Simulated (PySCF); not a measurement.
**Cs2O(H2O)2: how settings move a single point**

Which settings matter for Cs2O(H2O)2? Each run alters one on purpose. The species was built from a template and needn't be a known compound.

Method: PBE, Cs def2-SVP with ECP46, O def2-SVP, H def2-SVP; scalar-relativistic core potentials, no spin–orbit coupling; program: PySCF 2.14.0.

3 further runs of the same task are left out: 2 for a known fault of the program, 1 that didn't finish.

**1. The starting structure**

9 atoms, charge 0, spin multiplicity 1.

Bond lengths: Cs1–O3 2.519 Å, Cs2–O3 2.519 Å, O4–H5 0.978 Å, O4–H6 0.978 Å, O7–H8 0.978 Å, O7–H9 0.978 Å. Angles: Cs1–O3–Cs2 180.0°, H5–O4–H6 102.7°, H8–O7–H9 102.7°.

Coordinates:

```xyz
9

Cs    0.0000    0.0000    2.5194
Cs    0.0000    0.0000   -2.5194
O     0.0000    0.0000    0.0000
O     0.0000    0.0000    5.7624
H     0.7643    0.0000    6.3731
H    -0.7643    0.0000    6.3731
O     0.0000    0.0000   -5.7624
H     0.7643    0.0000   -6.3731
H    -0.7643    0.0000   -6.3731
```

Formal oxidation states: Cs +1. An earlier session relaxed this geometry at PBE, Cs def2-SVP with ECP46, O def2-SVP, H def2-SVP (singlet, point group D2h). Its vibrations showed it to be a saddle point, relaxed within its symmetry.

The sound run used a (50, 194) grid (finer on f atoms), a threshold of 1e-8 and at most 55 cycles, and ended at -267.965826 Eh.

**2. Altered run 1**

File run.py (the lines that set the calculation):

```python
mol = gto.M(atom='''
Cs     0.00000     0.00000     2.51943
Cs     0.00000     0.00000    -2.51943
O      0.00000     0.00000     0.00000
O      0.00000     0.00000     5.76241
H      0.76431     0.00000     6.37311
H     -0.76431     0.00000     6.37311
O      0.00000     0.00000    -5.76241
H      0.76431     0.00000    -6.37311
H     -0.76431     0.00000    -6.37311''',
    basis={'Cs': 'def2-SVP', 'O': 'def2-SVP', 'H': 'def2-SVP'},
    ecp={'Cs': 'def2-SVP'},
    charge=0, spin=0)
mf = dft.RKS(mol, xc='PBE')
mf.grids.atom_grid = (99, 590)
mf = mf.density_fit()  # fitting sets: Cs def2-universal-JKFIT, O def2-universal-JKFIT, H def2-universal-JKFIT
mf.conv_tol = 1e-08; mf.max_cycle = 55
mf.kernel(dm0)  # dm0: free metal ions and neutral atoms
```

Launch:

```sh
$ OMP_NUM_THREADS=2 python run.py
```

Log:

```text
init E= -276.347512015162
  HOMO = -0.0533672551617461  LUMO = -0.036773589374447  gap/eV = 0.45154
cycle= 1 E= -262.998557424756  delta_E= 13.3  |g|= 3.08  |ddm|= 6.81
cycle= 2 E= -233.369679395158  delta_E= 29.6  |g|= 9.26  |ddm|= 10.2
cycle= 3 E= -264.498554379692  delta_E= -31.1  |g|=  3.8  |ddm|= 8.88
cycle= 4 E= -256.840106903187  delta_E= 7.66  |g|= 3.42  |ddm|= 7.04
  HOMO = -0.294356935623254  LUMO = -0.133433727420877  gap/eV = 4.37894
cycle= 5 E= -267.069156229927  delta_E= -10.2  |g|= 1.97  |ddm|= 7.84
  HOMO = -0.10857711291512  LUMO = -0.0819126689563235  gap/eV = 0.72558
cycle= 6 E= -267.777083084936  delta_E= -0.708  |g|= 0.938  |ddm|= 1.34
cycle= 7 E= -259.826882681674  delta_E= 7.95  |g|= 2.41  |ddm|= 9.36
cycle= 8 E= -264.546263905987  delta_E= -4.72  |g|= 2.23  |ddm|= 2.89
  HOMO = -0.0386313205746313  LUMO = -0.0365714816979622  gap/eV = 0.05605
cycle= 9 E= -264.394139516625  delta_E= 0.152  |g|= 2.27  |ddm|= 1.66
cycle= 10 E= -264.300873390659  delta_E= 0.0933  |g|= 2.33  |ddm|= 1.61
cycle= 11 E= -264.311765326148  delta_E= -0.0109  |g|= 2.32  |ddm|= 1.58
  HOMO = -0.0417268970552875  LUMO = -0.0351617962861216  gap/eV = 0.17865
cycle= 12 E= -267.723943545112  delta_E= -3.41  |g|= 0.901  |ddm|=  5.5
  HOMO = -0.0578491046600816  LUMO = -0.0427710480127868  gap/eV = 0.41029
cycle= 13 E= -267.964388126854  delta_E= -0.24  |g|= 0.0822  |ddm|= 2.53
  HOMO = -0.0624187336315605  LUMO = -0.039932035860287  gap/eV = 0.61189
cycle= 14 E= -267.965790046796  delta_E= -0.0014  |g|= 0.0429  |ddm|= 0.53
  HOMO = -0.0596637143112112  LUMO = -0.0394267028813009  gap/eV = 0.55068
cycle= 15 E= -267.966337399245  delta_E= -0.000547  |g|= 0.0119  |ddm|= 0.151
  HOMO = -0.0601606584350103  LUMO = -0.039410685299524  gap/eV = 0.56464
cycle= 16 E= -267.96636692132  delta_E= -2.95e-05  |g|= 0.00628  |ddm|= 0.04
  HOMO = -0.0600458140395912  LUMO = -0.0394231182086445  gap/eV = 0.56117
cycle= 17 E= -267.966376842062  delta_E= -9.92e-06  |g|= 0.00174  |ddm|= 0.00996
  HOMO = -0.0600319710759153  LUMO = -0.0394289887310159  gap/eV = 0.56064
cycle= 18 E= -267.966377476953  delta_E= -6.35e-07  |g|= 0.000735  |ddm|= 0.00172
  HOMO = -0.0600043272318569  LUMO = -0.0394285500738341  gap/eV = 0.55990
cycle= 19 E= -267.9663776309  delta_E= -1.54e-07  |g|= 7.19e-05  |ddm|= 0.00195
  HOMO = -0.0600084162611311  LUMO = -0.0394288588463782  gap/eV = 0.56000
cycle= 20 E= -267.966377632882  delta_E= -1.98e-09  |g|= 1.32e-05  |ddm|= 0.000337
  HOMO = -0.0600023242723015  LUMO = -0.0394288013140545  gap/eV = 0.55983
Extra cycle  E= -267.966377624928  delta_E= 7.95e-09  |g|= 0.000167  |ddm|= 0.000448
converged SCF energy = -267.966377624928
```

Run time: 17 s. Hardware: 2 threads of Arm Neoverse V1, shared host.

Changed: the integration grid, to (99, 590). It converges in 20 cycles, -0.015 eV from the sound run, with a largest force component of 0.02 eV/Å.

**3. Altered run 2**

run.py (the lines that set the calculation): that of step 2 with these lines changed.

```diff
@@ -14,5 +14,5 @@
 mf = dft.RKS(mol, xc='PBE')
-mf.grids.atom_grid = (99, 590)
+mf.grids.atom_grid = (50, 194)
 mf = mf.density_fit()  # fitting sets: Cs def2-universal-JKFIT, O def2-universal-JKFIT, H def2-universal-JKFIT
 mf.conv_tol = 1e-08; mf.max_cycle = 55
-mf.kernel(dm0)  # dm0: free metal ions and neutral atoms
+mf.kernel(dm0)  # dm0: smeared density
```

Launch:

```sh
$ OMP_NUM_THREADS=2 python run.py
```

Log:

```text
init E= -267.873467352894
  HOMO = -0.160838317903332  LUMO = -0.0573431829521391  gap/eV = 2.81625
cycle= 1 E= -267.813345554588  delta_E= 0.0601  |g|= 0.702  |ddm|= 2.22
cycle= 2 E= -259.555552285368  delta_E= 8.26  |g|= 2.65  |ddm|= 7.67
  HOMO = -0.135102238682047  LUMO = -0.0481822123043751  gap/eV = 2.36521
cycle= 3 E= -267.873373267394  delta_E= -8.32  |g|= 0.508  |ddm|= 7.63
  HOMO = -0.0742031017699489  LUMO = -0.0428917995741534  gap/eV = 0.85202
cycle= 4 E= -267.909722513924  delta_E= -0.0363  |g|= 0.515  |ddm|= 0.82
  HOMO = -0.0457743420722581  LUMO = -0.0381777549358566  gap/eV = 0.20671
cycle= 5 E= -267.766279967608  delta_E= 0.143  |g|= 0.783  |ddm|= 3.16
  HOMO = -0.054684058821388  LUMO = -0.0386909859078748  gap/eV = 0.43519
cycle= 6 E= -267.957876572104  delta_E= -0.192  |g|= 0.158  |ddm|= 2.18
  HOMO = -0.0600763755156208  LUMO = -0.0393957976321234  gap/eV = 0.56275
cycle= 7 E= -267.965821869607  delta_E= -0.00795  |g|= 0.00343  |ddm|= 0.447
  HOMO = -0.0602936914196463  LUMO = -0.0394422608951711  gap/eV = 0.56740
cycle= 8 E= -267.965817567129  delta_E= 4.3e-06  |g|= 0.00557  |ddm|= 0.0219
  HOMO = -0.0601431579124091  LUMO = -0.0394201034407932  gap/eV = 0.56390
cycle= 9 E= -267.965825470465  delta_E= -7.9e-06  |g|= 0.0013  |ddm|= 0.00951
  HOMO = -0.0600829192063532  LUMO = -0.0394199790401203  gap/eV = 0.56227
cycle= 10 E= -267.965826036532  delta_E= -5.66e-07  |g|= 7.61e-05  |ddm|= 0.00477
  HOMO = -0.0600929353525005  LUMO = -0.0394230484376318  gap/eV = 0.56246
cycle= 11 E= -267.965826039451  delta_E= -2.92e-09  |g|= 4.49e-05  |ddm|= 0.000545
  HOMO = -0.0600718740614931  LUMO = -0.0394227130318101  gap/eV = 0.56189
Extra cycle  E= -267.965825944531  delta_E= 9.49e-08  |g|= 0.000582  |ddm|= 0.0015
converged SCF energy = -267.965825944531
```

Run time: 4.2 s. Hardware: 2 threads of Arm Neoverse V1, shared host.

Changed: the starting guess (smeared density). It converges in 11 cycles, at the sound run's energy within 0.001 eV, with a largest force component of 0.01 eV/Å. The result survives the change.

**4. Altered run 3**

run.py (the lines that set the calculation): that of step 3 with these lines changed.

```diff
@@ -16,3 +16,3 @@
 mf = mf.density_fit()  # fitting sets: Cs def2-universal-JKFIT, O def2-universal-JKFIT, H def2-universal-JKFIT
-mf.conv_tol = 1e-08; mf.max_cycle = 55
-mf.kernel(dm0)  # dm0: smeared density
+mf.conv_tol = 0.0001; mf.max_cycle = 55
+mf.kernel(dm0)  # dm0: free metal ions and neutral atoms
```

Launch:

```sh
$ OMP_NUM_THREADS=2 python run.py
```

Log:

```text
init E= -276.346823488825
  HOMO = -0.0533708870032356  LUMO = -0.0367650020720002  gap/eV = 0.45187
cycle= 1 E= -262.99856603441  delta_E= 13.3  |g|= 3.08  |ddm|= 6.81
cycle= 2 E= -233.395647900798  delta_E= 29.6  |g|= 9.25  |ddm|= 10.2
  HOMO = -0.31476120521565  LUMO = -0.312968549140808  gap/eV = 0.04878
cycle= 3 E= -264.516264492687  delta_E= -31.1  |g|=  3.8  |ddm|= 8.88
cycle= 4 E= -256.817794073327  delta_E=  7.7  |g|= 3.43  |ddm|= 7.06
  HOMO = -0.291355638234352  LUMO = -0.133858287219765  gap/eV = 4.28572
cycle= 5 E= -267.077877591808  delta_E= -10.3  |g|= 1.96  |ddm|= 7.83
  HOMO = -0.106482062450913  LUMO = -0.0818384650256126  gap/eV = 0.67059
cycle= 6 E= -267.783038031373  delta_E= -0.705  |g|= 0.926  |ddm|= 1.41
cycle= 7 E= -259.858047138691  delta_E= 7.92  |g|= 2.42  |ddm|= 9.34
cycle= 8 E= -264.510500965987  delta_E= -4.65  |g|= 2.23  |ddm|= 2.82
  HOMO = -0.0383474032232841  LUMO = -0.0365438746220374  gap/eV = 0.04908
cycle= 9 E= -264.393951678935  delta_E= 0.117  |g|= 2.27  |ddm|= 1.65
cycle= 10 E= -264.314104416695  delta_E= 0.0798  |g|= 2.32  |ddm|= 1.61
cycle= 11 E= -264.314146011383  delta_E= -4.16e-05  |g|= 2.32  |ddm|= 1.58
  HOMO = -0.0422461434698183  LUMO = -0.0351838579758468  gap/eV = 0.19217
cycle= 12 E= -267.756765633621  delta_E= -3.44  |g|= 0.845  |ddm|= 5.69
  HOMO = -0.0581390225377419  LUMO = -0.0424524763199668  gap/eV = 0.42685
cycle= 13 E= -267.964092413062  delta_E= -0.207  |g|= 0.0772  |ddm|= 2.36
  HOMO = -0.0622752947808837  LUMO = -0.0398968611149641  gap/eV = 0.60895
cycle= 14 E= -267.965307743996  delta_E= -0.00122  |g|= 0.041  |ddm|= 0.489
  HOMO = -0.059883773998762  LUMO = -0.0394407041100921  gap/eV = 0.55628
cycle= 15 E= -267.965804493325  delta_E= -0.000497  |g|= 0.0089  |ddm|= 0.129
  HOMO = -0.0601653203101157  LUMO = -0.0394078655305988  gap/eV = 0.56484
cycle= 16 E= -267.965821967108  delta_E= -1.75e-05  |g|= 0.004  |ddm|= 0.0251
  HOMO = -0.0585783715605903  LUMO = -0.0393953295603357  gap/eV = 0.52200
Extra cycle  E= -267.96515214758  delta_E= 0.00067  |g|= 0.0492  |ddm|= 0.121
converged SCF energy = -267.96515214758
```

Wall time 5.1 s (2 threads of Arm Neoverse V1, shared host).

Changed: the SCF threshold (0.0001). It converges in 16 cycles, +0.018 eV from the sound run, with a largest force component of 0.08 eV/Å. The setting is unsound, so these numbers aren't the compound's.

**5. Altered run 4**

run.py (the lines that set the calculation): that of step 4 with these lines changed.

```diff
@@ -3,3 +3,3 @@
 Cs     0.00000     0.00000    -2.51943
-O      0.00000     0.00000     0.00000
+O      0.00000     0.00000     1.71943
 O      0.00000     0.00000     5.76241
@@ -16,3 +16,3 @@
 mf = mf.density_fit()  # fitting sets: Cs def2-universal-JKFIT, O def2-universal-JKFIT, H def2-universal-JKFIT
-mf.conv_tol = 0.0001; mf.max_cycle = 55
+mf.conv_tol = 1e-08; mf.max_cycle = 74
 mf.kernel(dm0)  # dm0: free metal ions and neutral atoms
```

Launch:

```sh
$ OMP_NUM_THREADS=2 python run.py
```

Log:

```text
init E= -268.107464230501
  HOMO = -0.0537321885001087  LUMO = -0.0477544642908494  gap/eV = 0.16266
cycle= 1 E= -256.147739521821  delta_E=   12  |g|= 3.21  |ddm|= 17.2
  HOMO = -0.233190324122699  LUMO = -0.18360091027737  gap/eV = 1.34940
cycle= 2 E= -222.217157549968  delta_E= 33.9  |g|= 9.63  |ddm|= 16.2
  HOMO = -0.256155174458083  LUMO = -0.201008053186115  gap/eV = 1.50063
cycle= 3 E= -257.197169555097  delta_E=  -35  |g|= 3.33  |ddm|=   15
  HOMO = -0.144923617783064  LUMO = -0.0619906408173958  gap/eV = 2.25672
cycle= 4 E= -259.179639924564  delta_E= -1.98  |g|= 1.37  |ddm|= 6.79
  HOMO = -0.165989146202457  LUMO = -0.0938740994427526  gap/eV = 1.96235
cycle= 5 E= -257.148654836471  delta_E= 2.03  |g|= 1.86  |ddm|= 8.87
  HOMO = -0.120528612907101  LUMO = -0.0589770204208261  gap/eV = 1.67490
cycle= 6 E= -259.942962019309  delta_E= -2.79  |g|= 0.772  |ddm|= 4.81
  HOMO = -0.0831823426079943  LUMO = -0.0487775606933951  gap/eV = 0.93620
cycle= 7 E= -259.932533933876  delta_E= 0.0104  |g|= 0.483  |ddm|= 5.05
  HOMO = -0.0886800011572468  LUMO = -0.0541316255133853  gap/eV = 0.94011
cycle= 8 E= -260.075024571687  delta_E= -0.142  |g|= 0.215  |ddm|= 4.04
  HOMO = -0.072785412186773  LUMO = -0.0546541559061534  gap/eV = 0.49338
cycle= 9 E= -260.082742251629  delta_E= -0.00772  |g|= 0.135  |ddm|= 2.51
  HOMO = -0.0837093317875635  LUMO = -0.0554181712810262  gap/eV = 0.76984
cycle= 10 E= -260.104051311124  delta_E= -0.0213  |g|= 0.0587  |ddm|=  1.6
  HOMO = -0.0800967962086467  LUMO = -0.0566364081994237  gap/eV = 0.63839
cycle= 11 E= -260.109720620866  delta_E= -0.00567  |g|= 0.0206  |ddm|= 0.61
  HOMO = -0.0801274457646599  LUMO = -0.0573721927447117  gap/eV = 0.61920
cycle= 12 E= -260.10976602629  delta_E= -4.54e-05  |g|= 0.0114  |ddm|= 0.147
  HOMO = -0.080501130926514  LUMO = -0.0581136278938175  gap/eV = 0.60919
cycle= 13 E= -260.109872009322  delta_E= -0.000106  |g|= 0.00382  |ddm|= 0.062
  HOMO = -0.0804918827899712  LUMO = -0.0583138551927647  gap/eV = 0.60349
cycle= 14 E= -260.109874256144  delta_E= -2.25e-06  |g|= 0.00177  |ddm|= 0.0269
  HOMO = -0.0805124594409392  LUMO = -0.0583925599492048  gap/eV = 0.60191
cycle= 15 E= -260.109878708785  delta_E= -4.45e-06  |g|= 0.000602  |ddm|= 0.0107
  HOMO = -0.0805025412343312  LUMO = -0.0584119849229552  gap/eV = 0.60111
cycle= 16 E= -260.109879301659  delta_E= -5.93e-07  |g|= 0.000136  |ddm|= 0.00445
  HOMO = -0.0804982846297513  LUMO = -0.0584140259039252  gap/eV = 0.60094
cycle= 17 E= -260.109879329719  delta_E= -2.81e-08  |g|= 2.67e-05  |ddm|= 0.000993
  HOMO = -0.0804973568839458  LUMO = -0.0584144330674548  gap/eV = 0.60091
cycle= 18 E= -260.10987933087  delta_E= -1.15e-09  |g|= 5.05e-06  |ddm|= 0.000202
  HOMO = -0.080496293609702  LUMO = -0.0584148989141653  gap/eV = 0.60087
Extra cycle  E= -260.109879329871  delta_E= 9.99e-10  |g|= 2.7e-05  |ddm|= 0.000284
converged SCF energy = -260.109879329871
```

Run time: 5.4 s. Hardware: 2 threads of Arm Neoverse V1, shared host.

Changed: one atom's place (atom 3 put 0.8 Å from the metal); the cycle limit is 74. It converges in 18 cycles, +213.771 eV from the sound run, with a largest force component of 943.48 eV/Å. The setting is unsound, so these numbers aren't the compound's.

**6. Results**

| run | changed | ending | energy change (eV) | cycles | time | usable |
| --- | --- | --- | --- | --- | --- | --- |
| 1 | the integration grid | converged | -0.015 | 20 | 17 s | yes |
| 2 | the starting guess | converged | 0.000 | 11 | 4.2 s | yes |
| 3 | the SCF threshold | converged | +0.018 | 16 | 5.1 s | no |
| 4 | one atom's place | converged | +213.771 | 18 | 5.4 s | no |

2 of 4 altered runs give a usable result. 2 ended normally with numbers unfit to quote.
